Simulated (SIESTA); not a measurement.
MgTiNbO4 under changes of volume

One of the cells (11.492 Å³/atom); the others are scaled copies at fixed shape and fractional positions:

```
Nb Ti Mg O
1.0
    -1.90150    2.12251    4.98306
     1.90150   -2.12251    4.98306
     1.90150    2.12251   -4.98306
Nb Ti Mg O
1 1 1 4
Direct
  0.02624 0.02624 0.00000
  0.71324 0.21324 0.50000
  0.31383 0.81383 0.50000
  0.77887 0.77887 0.00000
  0.95744 0.45744 0.50000
  0.24422 0.24422 0.00000
  0.51377 0.01376 0.50000
```

The cell comes from a database or a generator and needn't be the stable form of this composition.

| Quantity | Value |
| --- | --- |
| Program | SIESTA 5.4.2 |
| Functional | LDA |
| Potentials or basis | PseudoDojo 0.4 standard (LDA files) |
| Basis | DZP (energy shift 0.003 Ry; two zetas on semicore shells) |
| Grid cutoff | 800 Ry |
| Energy shift | 0.003 Ry |
| k mesh | 7 × 7 × 7 |
| Occupations | fermi-dirac, width 0.05 eV |
| Spin | no spin polarisation |

```tsv
volume (Å³/atom)	energy over the lowest point (meV/atom)	pressure (GPa)	largest force (eV/Å)
10.803	1.47	3.4	0.571
11.033	0.00	-1.2	0.420
11.262	4.84	-5.4	0.281
11.492	15.34	-9.1	0.351
11.722	30.88	-12.4	0.470
11.952	?	?	?
12.182	75.08	-18.1	0.683
```

Question: What does the run at 11.952 Å³/atom give?

Answer: Energy over the lowest point 50.95 meV/atom; pressure -15.4 GPa; largest force 0.581 eV/Å.

Worked out: A Birch-Murnaghan fit of order 3 (a polynomial in V^(-2/3)) to the other rows has its minimum at 10.97 Å³/atom with B0 = V·E''(V) = 217 GPa and B' = 4.4 at fixed shape and positions, which overstates the stiffness. It gives 50.96 meV/atom at 11.952 Å³/atom, against the run's 50.95, and -dE/dV = -15.4 GPa, against -15.4.

Energies are extrapolated to zero smearing.

Caveats: the basis of atomic orbitals isn't converged, which shifts pressures, moduli and gaps; an odd number of electrons without spin polarisation forces a metal; a magnetic or distorted state may lie lower.
